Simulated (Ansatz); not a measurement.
The system is Ba2Tl5V3O12.

```
Ba V Tl O
1.0
     9.93665    0.00000    0.00000
     0.00000    9.93665    0.00000
     0.00000    0.00000    6.65552
Ba V Tl O
2 3 5 12
Direct
  0.00000 0.50000 0.00000
  0.50000 0.00000 0.00000
  0.50000 0.50000 0.00000
  0.50000 0.00000 0.50000
  0.00000 0.50000 0.50000
  0.00000 0.00000 0.50000
  0.67321 0.32679 0.46014
  0.32679 0.67321 0.46014
  0.67321 0.67321 0.53986
  0.32679 0.32679 0.53986
  0.39848 0.60152 0.14652
  0.60152 0.39848 0.14652
  0.60152 0.60152 0.85348
  0.39848 0.39848 0.85348
  0.59959 0.09072 0.33579
  0.40041 0.09072 0.66421
  0.59959 0.90928 0.66421
  0.40041 0.90928 0.33579
  0.09072 0.59959 0.33579
  0.09072 0.40041 0.66421
  0.90928 0.59959 0.66421
  0.90928 0.40041 0.33579
```

The cell was built by a generator and needn't be a form met in nature.

- Program: Ansatz 0.2.0
- Task: relaxation of cell and atoms
- Functional: PBEsol
- Dispersion: D3(BJ)
- Potentials or basis: Ansatz PAW
- Cutoff: 420 eV (not typed: the program's choice for these potentials)
- k mesh: 2 × 2 × 3
- Occupations: fermi-dirac, width 0.05 eV
- Spin: collinear spin, ferromagnetic start
- Starting moments: [0.0, 0.0, 2.0, 2.0, 2.0, 0.0, 0.0, 0.0, 0.0, 0.0, 0.0, 0.0, 0.0, 0.0, 0.0, 0.0, 0.0, 0.0, 0.0, 0.0, 0.0, 0.0] μB

At the start: volume 29.87 Å³/atom.

Question: How do energy, volume and symmetry change on relaxing?

Answer: It ends after 9 steps and the volume is 25.98 Å³/atom (-13.0 %); space group P-42m (No. 111, to 0.05 Å); moment 0.00 μB per cell.

The path:
```csv
step,energy change (eV),largest force (eV/Å),volume (Å³)
1,0.0000,0.3194,657.15
2,-0.3597,0.4388,579.70
3,-0.5274,0.0743,594.82
4,-0.5601,0.0767,587.15
5,-0.5779,0.0399,581.24
6,-0.5809,0.0050,580.43
7,-0.5186,0.0056,580.43
8,-0.5390,0.0104,571.62
9,-0.5238,0.0103,571.62
```

Final structure:
```
Ba V Tl O
1.0
     9.33580    0.00000    0.00000
     0.00000    9.33580    0.00000
     0.00000    0.00000    6.55850
Ba V Tl O
2 3 5 12
Direct
  0.00000 0.50000 0.00000
  0.50000 0.00000 0.00000
  0.50000 0.50000 0.00000
  0.50000 0.00000 0.50000
  0.00000 0.50000 0.50000
  0.00000 0.00000 0.50000
  0.67008 0.32992 0.47438
  0.32992 0.67008 0.47438
  0.67008 0.67008 0.52562
  0.32992 0.32992 0.52562
  0.39261 0.60739 0.14734
  0.60739 0.39261 0.14734
  0.60739 0.60739 0.85266
  0.39261 0.39261 0.85266
  0.60698 0.09308 0.33426
  0.39302 0.09308 0.66574
  0.60698 0.90692 0.66574
  0.39302 0.90692 0.33426
  0.09308 0.60698 0.33426
  0.09308 0.39302 0.66574
  0.90692 0.60698 0.66574
  0.90692 0.39302 0.33426
```

Caveat: the plane-wave basis is chosen anew once the cell has moved, so the energies of steps on either side of that aren't comparable; the PAW data sets come from PBE, with cores solved anew for the run's functional, which leaves a small shift of forces and pressure; the starting moments weren't kept.
